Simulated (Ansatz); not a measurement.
# TeAu4: a trial structure relaxed

The task: take a trial cell of TeAu4 to zero force and stress.

Computed with Ansatz 0.2.0 (DFT PBE, scalar-relativistic, plane waves, PAW, unless a step's input says otherwise).

**1. The system as given**

The structure is cubic, space group Pm-3m (No. 221). Conventional cell: a = 4.754 Å, b = 4.754 Å, c = 4.754 Å, α = 90.00°, β = 90.00°, γ = 90.00°. Around Te (site symmetry m-3m) lie 12 Au at 3.36 Å. Au (site symmetry m-3m) has 6 Au at 2.38 Å as nearest neighbours. Around Au (site symmetry 4/mmm) lie 10 Au at 2.38 to 3.36 Å and 4 Te at 3.36 Å.

Coordinates:

```cif
data_structure
_symmetry_space_group_name_H-M 'P 1'
_symmetry_Int_Tables_number 1
_cell_length_a 4.7544
_cell_length_b 4.7544
_cell_length_c 4.7544
_cell_angle_alpha 90.000
_cell_angle_beta 90.000
_cell_angle_gamma 90.000
_cell_volume 107.47
loop_
_atom_site_label
_atom_site_type_symbol
_atom_site_fract_x
_atom_site_fract_y
_atom_site_fract_z
_atom_site_occupancy
Te1 Te 0.00000 0.00000 0.00000 1
Au1 Au 0.50000 0.50000 0.50000 1
Au2 Au 0.00000 0.50000 0.50000 1
Au3 Au 0.50000 0.00000 0.50000 1
Au4 Au 0.50000 0.50000 0.00000 1
```

The cell is invented: species swapped into a database cell of Mn4N (Pm-3m, No. 221). Lengths come from tabulated atomic sizes and are only a guess.

**2. A first look at the guess**

File input.yaml:

```yaml
crystal:
  lattice:
    - [4.75435407, 0.0, 0.0]
    - [0.0, 4.75435407, 0.0]
    - [0.0, 0.0, 4.75435407]
  atoms:
    - { symbol: Te, position: [0.0, 0.0, 0.0] }
    - { symbol: Au, position: [0.5, 0.5, 0.5] }
    - { symbol: Au, position: [0.0, 0.5, 0.5] }
    - { symbol: Au, position: [0.5, 0.0, 0.5] }
    - { symbol: Au, position: [0.5, 0.5, 0.0] }
basis:
  ecutwfc: 420
kpoints:
  mp_grid: { grid: [4, 4, 4] }
hamiltonian:
  xc: pbe
scf:
  occupations: { method: gaussian, width: 0.1 }
  lower_state_search: "off"
output:
  forces: true
  stress: true
  eigenvalues: true
```

On the command line:

```
ansatz run input.yaml --threads 1 --pin off --max-ram 2048MiB --backend cpu --events-out ev --progress --plain --runs-dir out
```

Further runs follow: a loose first relaxation; relaxation on the finer mesh.

Before running it: what results should come out? Wanted: conventional cell; volume; energy over the elements; gap on the mesh.

The runs gave:

| quantity | value |
| --- | --- |
| symmetry at the end (tolerance 0.05 Å) | space group Pm-3m (No. 221) |
| conventional cell | a = 5.108 Å, b = 5.108 Å, c = 5.108 Å, α = 90.00°, β = 90.00°, γ = 90.00° |
| volume | 26.65 Å³/atom |
| energy over the elements | +0.67 eV/atom |
| gap on the mesh | none (metal) |

In words: The space group Pm-3m (No. 221) is kept, and the volume per atom grows by 24.0 % from the first guess. The formation energy is positive, so the separate elements lie lower. No finished test with a distortion of lower symmetry is shown, so the end may be a saddle point. The runs treat Au, Te without spin-orbit coupling.
